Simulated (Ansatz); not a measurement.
# GeH6OS: the cost of one run

All numbers below are computed with Ansatz 0.2.0 (RKS CAM-B3LYP/def2-SVP).

1 further run of the same task is left out (it didn't finish).

## 1. Starting point

Bond lengths: Ge1–O2 2.120 Å, O2–H3 1.010 Å, Ge1–H4 1.550 Å, Ge1–H5 1.549 Å, Ge1–H6 1.549 Å, Ge1–S7 2.550 Å, S7–H8 1.400 Å, S7–H9 1.629 Å. Angles: Ge1–O2–H3 109.5°, O2–Ge1–H4 109.5°, O2–Ge1–H5 109.5°, O2–Ge1–H6 109.5°, O2–Ge1–S7 71.6°, H4–Ge1–H5 109.5°, H4–Ge1–H6 109.5°, H4–Ge1–S7 67.2°, H5–Ge1–H6 109.5°, H5–Ge1–S7 176.6°, H6–Ge1–S7 72.8°, Ge1–S7–H8 109.5°, Ge1–S7–H9 62.9°, H8–S7–H9 109.2°.

Structure file:

```xyz
9

Ge    0.0000    0.0000    0.0000
O     0.0000    0.0000    2.1200
H    -0.9095   -0.2814    2.4571
H     1.4616    0.0000   -0.5162
H    -0.7300    1.2648   -0.5162
H    -0.7300   -1.2648   -0.5162
S     1.3309   -2.0210    0.8041
H     0.5459   -3.1743    0.6869
H     0.6921   -1.0511    1.9464
```

## 2. A restrained relaxation towards end A

Springs on the bonds that form and break draw the guess towards this end; the thresholds are loose.

Contents of input.yaml:

```yaml
crystal:
  periodic: [false, false, false]
  atoms:
    - { symbol: Ge, position_ang: [0.0, 0.0, 0.0] }
    - { symbol: O, position_ang: [0.0, 0.0, 2.12] }
    - { symbol: H, position_ang: [-0.9095, -0.2814, 2.4571] }
    - { symbol: H, position_ang: [1.4616, 0.0, -0.5162] }
    - { symbol: H, position_ang: [-0.73, 1.2648, -0.5162] }
    - { symbol: H, position_ang: [-0.73, -1.2648, -0.5162] }
    - { symbol: S, position_ang: [1.3309, -2.021, 0.8041] }
    - { symbol: H, position_ang: [0.5459, -3.1743, 0.6869] }
    - { symbol: H, position_ang: [0.6921, -1.0511, 1.9464] }
basis:
  gaussian: { orbitals: def2-SVP }
hamiltonian:
  xc: cam_b3lyp
relax:
  f_tol: 0.15
  max_steps: 25
  restrain:
    - { distance: [0, 6], at: 3.45, k: 30.0 }
    - { distance: [8, 1], at: 2.21, k: 30.0 }
    - { distance: [0, 1], at: 1.77, k: 30.0 }
    - { distance: [8, 6], at: 1.4, k: 30.0 }
```

Run with:

```bash
> ansatz run input.yaml --threads 4 --pin off --max-ram 5120MiB --backend cpu --events-out ev --progress --plain --runs-dir out
```

Q: Estimate wall time and peak memory on 4 threads of Arm Neoverse V1, shared host.

About 13 s, with a peak of 0.24 GiB.
